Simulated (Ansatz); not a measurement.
# GeP+ (quintet): wave-function methods side by side, cc-pVTZ

The task here is to estimate one member of a computed series from the others.

Program: Ansatz 0.2.0, Gaussian basis. Level of theory: cc-pVTZ, core rule «outside noble gas», up to 19 orbitals frozen. These are calculated values, not measurements.

To be run: UHF; CCSD(T) on ROHF; CCSD(T) on UHF; BCCD(T) on ROHF; CISD; CCSDT(Q) on ROHF; CCSDT(Q) on UHF; CASSCF and MRCISD+Q, 8 electrons in 8 orbitals; CASSCF and NEVPT2, 8 electrons in 8 orbitals.

11 further runs of the same task are left out: 3 that didn't finish, 8 set aside as unsound or not needed.

## The system

The geometry is a PBE0/def2-TZVP stationary point (not a proven minimum) of the parent state, kept for this charge and spin. No spin-orbit coupling is included. The filled d shell of Ge may be among the frozen orbitals whatever the setting's name suggests; the logs give the count.

2 atoms, charge 1, spin multiplicity 5.

Atoms are counted from 1 here; the program's logs count them from 0.

Bond lengths: Ge1–P2 2.304 Å.

The first run:

in.yaml

```yaml
crystal:
  periodic: [false, false, false]
  atoms:
    - {symbol: Ge, position_ang: [0.000000, 0.000000, 0.000000]}
    - {symbol: P, position_ang: [0.000000, 0.000000, 2.303500]}
basis:
  gaussian: {orbitals: cc-pVTZ}
total_charge: 1
magnetization: {spin_polarized: true, initial_magnetization: 4}
hamiltonian: {xc: hf}
output: {orbitals: {seedname: orbitals}}
```

On the command line:

```sh
$ ansatz run in.yaml --threads 1 --pin off --events-out ev --progress --plain --max-ram 2393MiB
```

Steps of the session up to this table: UHF; CCSD(T) on ROHF; CCSD(T) on UHF; BCCD(T) on ROHF; CISD; CCSDT(Q) on ROHF; CCSDT(Q) on UHF; CASSCF and MRCISD+Q, 8 electrons in 8 orbitals; CASSCF and NEVPT2, 8 electrons in 8 orbitals.

One table of the session follows, with a row left open; its other results are not shown here.

| method | from UCCSDT(Q) (kJ/mol) |
| --- | --- |
| ROHF | +479.8 |
| UHF | +464.1 |
| RMP2 | +99.6 |
| UMP2 | +101.3 |
| CISD | +41.2 |
| RCCSD | +27.0 |
| UCCSD | +25.5 |
| RCCSD(T) | +6.1 |
| UCCSD(T) | +5.0 |
| BCCD(T) | ? |
| RCCSDT | +2.3 |
| UCCSDT | +1.1 |
| RCCSDT(Q) | +1.2 |
| UCCSDT(Q) | 0 |
| CASSCF valence | +383.0 |
| NEVPT2 valence | +83.5 |
| MRCISD valence | +32.5 |
| MRCISD+Q valence | +2.9 |

Estimate the missing values for BCCD(T).

**Answer.** from UCCSDT(Q) (kJ/mol): +6.0. In the column «from UCCSDT(Q) (kJ/mol)» it lies between UCCSD(T) (+5.0) and RCCSD(T) (+6.1).

Among the levels timed on like hardware and quicker than the yardstick, those that no quicker one beats, quickest first: UCCSD(T) (3.9 s, +5.0 kJ/mol); MRCISD+Q valence (9 s, +2.9 kJ/mol).

Limits of these values: Of the multireference levels listed MRCISD+Q valence comes nearest in total energy (+2.9 kJ/mol), which doesn't show that its space is the better one. Restricted and unrestricted rows rest on different reference determinants; where their highest levels disagree by more than a few hundredths of an eV, they describe different states and don't form one ladder.
